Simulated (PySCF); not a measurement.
**GaC: from the state search to spectroscopic constants**

The task here is to estimate one member of a computed series from the others.

Method: Ga def2-SVPD, C def2-SVPD, no relativity; program: PySCF 2.14.0.

Set-up of the first run:

A driver script around PySCF takes these settings:

```json
{"atoms": "Ga, C", "charge": "0", "basis": "Ga def2-SVPD, C def2-SVPD", "Hamiltonian": "no relativity", "basis functions": "58", "electrons treated": "37", "masses in u": "68.9256, 12.0000", "levels": "PBE0, PBE, r²SCAN, TPSSh, r²SCANh, TPSS, ωB97X, HF, MP2, SCS-MP2, CCSD, CCSD(T)", "grid": "80 radial by 434 angular points", "occupations": "held fixed by the projection of orbital angular momentum", "dissociation limit": "Ga + C, each in its ground configuration", "starting distance in angstrom": "1.915", "values of 2S to try": "1, 3"}
```

On the command line:

```bash
> OMP_NUM_THREADS=1 python dia.py task.json out
```

Steps of the session up to this table: Set-up; First curve: PBE0; Higher solutions at PBE0; PBE; r²SCAN (meta-GGA); TPSSh; r²SCANh (hybrid meta-GGA); TPSS (meta-GGA); ωB97X (range-separated hybrid); UHF; Adding correlation.

One of the session's tables, all rows but one given; the rest of the session is left out.

It belongs to the step «The curves together». Energy (eV) from each level's lowest point:

| R (Å) | UHF | UHF-MP2 | UHF-SCS-MP2 | UHF-CCSD | UHF-CCSD(T) |
| --- | --- | --- | --- | --- | --- |
| 1.726 | 0.881 | 0.778 | 0.795 | n/a | n/a |
| 1.806 | 0.418 | 0.358 | 0.370 | 0.352 | 0.347 |
| 1.887 | 0.151 | 0.122 | 0.128 | 0.119 | 0.116 |
| 1.947 | 0.045 | 0.032 | 0.036 | 0.031 | 0.030 |
| 2.007 | 0.000 | 0.000 | 0.000 | 0.000 | 0.000 |
| 2.067 | 0.001 | 0.011 | 0.008 | 0.012 | 0.012 |
| 2.147 | 0.057 | 0.078 | 0.071 | 0.077 | 0.078 |
| 2.248 | ? | ? | ? | ? | ? |
| 2.368 | 0.395 | 0.437 | 0.421 | 0.426 | 0.425 |
| 2.529 | 0.715 | 0.773 | 0.752 | n/a | n/a |

Q: Estimate the row for R (Å) = 2.248 from the others.

Worked estimate for «UHF». A straight line through the neighbours (2.147, 0.057) and (2.368, 0.395) gives 0.057 + (0.395 − 0.057) × (2.248 − 2.147) / (2.368 − 2.147) = 0.211; a parabola fitted to 4 rows on both sides gives 0.195.

**Answer.** UHF: 0.186; UHF-MP2: 0.217; UHF-SCS-MP2: 0.206; UHF-CCSD: 0.214; UHF-CCSD(T): 0.213. In «UHF» the line misses by +0.025 and the parabola by +0.009.
